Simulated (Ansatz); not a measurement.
# Br started on an S site and a Ca vacancy in rocksalt CaS, 15 atoms, charge 0

Wanted: the effect of changed settings on energy, forces, pressure and convergence.

All numbers are computed with Ansatz 0.2.0 (PAW, plane waves).

## Step 1: The starting cell

15 atoms (1 Br, 7 S, 7 Ca); a = 7.967 Å, b = 7.967 Å, c = 7.967 Å, α = 60.00°, β = 60.00°, γ = 60.00°. All atoms were shaken off their sites by about 0.02 Å along each axis. Defect site 1: (0.750, 0.250, 0.250). Defect site 2: (0.000, 0.000, 0.000). Starting moments add up to 1 μB.

Structure file:

```cif
data_structure
_symmetry_space_group_name_H-M 'P 1'
_symmetry_Int_Tables_number 1
_cell_length_a 7.9666
_cell_length_b 7.9666
_cell_length_c 7.9666
_cell_angle_alpha 60.000
_cell_angle_beta 60.000
_cell_angle_gamma 60.000
_cell_volume 357.52
loop_
_atom_site_label
_atom_site_type_symbol
_atom_site_fract_x
_atom_site_fract_y
_atom_site_fract_z
_atom_site_occupancy
Br1 Br 0.75504 0.24825 0.24804 1
S1 S 0.24966 0.74705 0.75238 1
S2 S 0.24592 0.75777 0.24402 1
S3 S 0.75046 0.24979 0.74362 1
S4 S 0.24827 0.25188 0.74724 1
S5 S 0.75419 0.74580 0.24999 1
S6 S 0.24880 0.24567 0.25145 1
S7 S 0.75440 0.74554 0.74875 1
Ca1 Ca 0.50434 0.50101 0.50307 1
Ca2 Ca 0.00246 0.99892 0.50036 1
Ca3 Ca 0.49866 0.50188 0.99794 1
Ca4 Ca 0.00039 0.49957 0.00090 1
Ca5 Ca 0.50382 0.00544 0.49889 1
Ca6 Ca 0.49829 0.00113 0.99511 1
Ca7 Ca 0.00208 0.50554 0.49464 1
```

## Step 2: Single point with PBEsol

in.yaml reads:

```yaml
crystal:
  lattice:
    - [0.000000, 5.633219, 5.633219]
    - [5.633219, 0.000000, 5.633219]
    - [5.633219, 5.633219, 0.000000]
  atoms:
    - { symbol: Br, position: [0.755045, 0.248250, 0.248037], spin: 0.091 }
    - { symbol: S, position: [0.249658, 0.747047, 0.752379], spin: 0.091 }
    - { symbol: S, position: [0.245922, 0.757772, 0.244016], spin: 0.091 }
    - { symbol: S, position: [0.750461, 0.249792, 0.743623], spin: 0.091 }
    - { symbol: S, position: [0.248270, 0.251884, 0.747241], spin: 0.091 }
    - { symbol: S, position: [0.754192, 0.745798, 0.249986], spin: 0.091 }
    - { symbol: S, position: [0.248805, 0.245667, 0.251451] }
    - { symbol: S, position: [0.754405, 0.745544, 0.748753] }
    - { symbol: Ca, position: [0.504337, 0.501013, 0.503069], spin: 0.091 }
    - { symbol: Ca, position: [0.002462, 0.998925, 0.500357], spin: 0.091 }
    - { symbol: Ca, position: [0.498656, 0.501883, 0.997938], spin: 0.091 }
    - { symbol: Ca, position: [0.000390, 0.499574, 0.000904], spin: 0.091 }
    - { symbol: Ca, position: [0.503823, 0.005444, 0.498895], spin: 0.091 }
    - { symbol: Ca, position: [0.498291, 0.001131, 0.995105] }
    - { symbol: Ca, position: [0.002080, 0.505538, 0.494637] }
  symmetry: { detect: false }
kpoints:
  mp_grid: { grid: [1, 1, 1], shift: [0.25, 0.25, 0.25] }
hamiltonian:
  xc: pbesol
magnetization:
  spin_polarized: true
scf:
  occupations: { method: fermi_dirac, width: 0.01 }
output:
  forces: true
  eigenvalues: true
  stress: true
  populations: true
```

Started as:

```console
$ ansatz run in.yaml --threads 2 --pin off --max-ram 20900MiB --runs-dir r --events-out ev --progress --plain
```

## Step 3: Run again with k points 2×2×2

Changes to in.yaml since step 2:

```diff
@@ -21,5 +21,4 @@
     - { symbol: Ca, position: [0.002080, 0.505538, 0.494637] }
-  symmetry: { detect: false }
 kpoints:
-  mp_grid: { grid: [1, 1, 1], shift: [0.25, 0.25, 0.25] }
+  mp_grid: { grid: [2, 2, 2] }
 hamiltonian:
@@ -30,2 +29,3 @@
   occupations: { method: fermi_dirac, width: 0.01 }
+  max_iter: 100
 output:
@@ -34,2 +34 @@
   stress: true
-  populations: true
```

## Step 4: Changed settings: smearing width 2.0 eV, k points 2×2×1, mixer broyden

Changes to in.yaml since step 3:

```diff
@@ -22,3 +22,3 @@
 kpoints:
-  mp_grid: { grid: [2, 2, 2] }
+  mp_grid: { grid: [2, 2, 1] }
 hamiltonian:
@@ -28,4 +28,5 @@
 scf:
-  occupations: { method: fermi_dirac, width: 0.01 }
-  max_iter: 100
+  occupations: { method: fermi_dirac, width: 2 }
+  max_iter: 80
+  mixing: { algorithm: broyden }
 output:
```

## Step 5: Variant: dispersion D3(BJ) with three-body term, density threshold 1e-12 eV

Changes to in.yaml since step 4:

```diff
@@ -21,6 +21,8 @@
     - { symbol: Ca, position: [0.002080, 0.505538, 0.494637] }
+  symmetry: { detect: false }
 kpoints:
-  mp_grid: { grid: [2, 2, 1] }
+  mp_grid: { grid: [1, 1, 1], shift: [0.25, 0.25, 0.25] }
 hamiltonian:
   xc: pbesol
+  dispersion: d3bjatm
 magnetization:
@@ -28,5 +30,5 @@
 scf:
-  occupations: { method: fermi_dirac, width: 2 }
+  occupations: { method: fermi_dirac, width: 0.01 }
   max_iter: 80
-  mixing: { algorithm: broyden }
+  convergence: { dr2_threshold: 1e-12 }
 output:
```

## Step 6: Changed settings: mixing beta 1.0

Changes to in.yaml since step 5:

```diff
@@ -26,3 +26,2 @@
   xc: pbesol
-  dispersion: d3bjatm
 magnetization:
@@ -32,3 +31,3 @@
   max_iter: 80
-  convergence: { dr2_threshold: 1e-12 }
+  mixing: { beta: 1 }
 output:
```

## Step 7: Variant: xc grid 3, starting moment 4 μB

in.yaml reads:

```yaml
crystal:
  lattice:
    - [0.000000, 5.633219, 5.633219]
    - [5.633219, 0.000000, 5.633219]
    - [5.633219, 5.633219, 0.000000]
  atoms:
    - { symbol: Br, position: [0.755045, 0.248250, 0.248037] }
    - { symbol: S, position: [0.249658, 0.747047, 0.752379] }
    - { symbol: S, position: [0.245922, 0.757772, 0.244016] }
    - { symbol: S, position: [0.750461, 0.249792, 0.743623] }
    - { symbol: S, position: [0.248270, 0.251884, 0.747241] }
    - { symbol: S, position: [0.754192, 0.745798, 0.249986] }
    - { symbol: S, position: [0.248805, 0.245667, 0.251451] }
    - { symbol: S, position: [0.754405, 0.745544, 0.748753] }
    - { symbol: Ca, position: [0.504337, 0.501013, 0.503069] }
    - { symbol: Ca, position: [0.002462, 0.998925, 0.500357] }
    - { symbol: Ca, position: [0.498656, 0.501883, 0.997938] }
    - { symbol: Ca, position: [0.000390, 0.499574, 0.000904] }
    - { symbol: Ca, position: [0.503823, 0.005444, 0.498895] }
    - { symbol: Ca, position: [0.498291, 0.001131, 0.995105] }
    - { symbol: Ca, position: [0.002080, 0.505538, 0.494637] }
  symmetry: { detect: false }
kpoints:
  mp_grid: { grid: [1, 1, 1], shift: [0.25, 0.25, 0.25] }
basis: { xc_grid: 3 }
hamiltonian:
  xc: pbesol
magnetization:
  spin_polarized: true
  initial_magnetization: 4
scf:
  occupations: { method: fermi_dirac, width: 0.01 }
  max_iter: 50
output:
  forces: true
  eigenvalues: true
  stress: true
```

Before running it: what results should come out? Wanted: for each run, settings; status; energy from base; forces from base.

As calculated:

| settings | status | cycles | time | energy from base (meV/atom) | forces from base (eV/Å rms) | filled to empty level on the mesh (eV) |
| --- | --- | --- | --- | --- | --- | --- |
| base | converged | 18 | 6.5 s (2 CPU threads) | 0 | 0 | none |
| k points 2×2×2 | converged | 16 | 2.6 s (GPU) | -125.5 | 0.069 | - |
| smearing width 2.0 eV, k points 2×2×1, mixer broyden | converged, settings too loose | 18 | 2.7 s (GPU) | +424.2 | 0.372 | - |
| dispersion D3(BJ) with three-body term, density threshold 1e-12 eV | converged | 22 | 6.4 s (2 CPU threads) | - | 0.002 | - |
| mixing beta 1.0 | converged | 21 | 6.2 s (2 CPU threads) | 0.0 | 0.000 | - |
| xc grid 3, starting moment 4 μB | converged | 18 | 8 s (2 CPU threads) | 0.0 | 0.000 | - |

The base run shows no spacing between filled and empty levels on this coarse mesh with displaced atoms and smearing, so occupations can shift between runs, and part of each change may come from that and not from the setting itself.

Among these variants the forces move most with smearing width 2.0 eV, k points 2×2×1, mixer broyden (0.372 eV/Å rms).
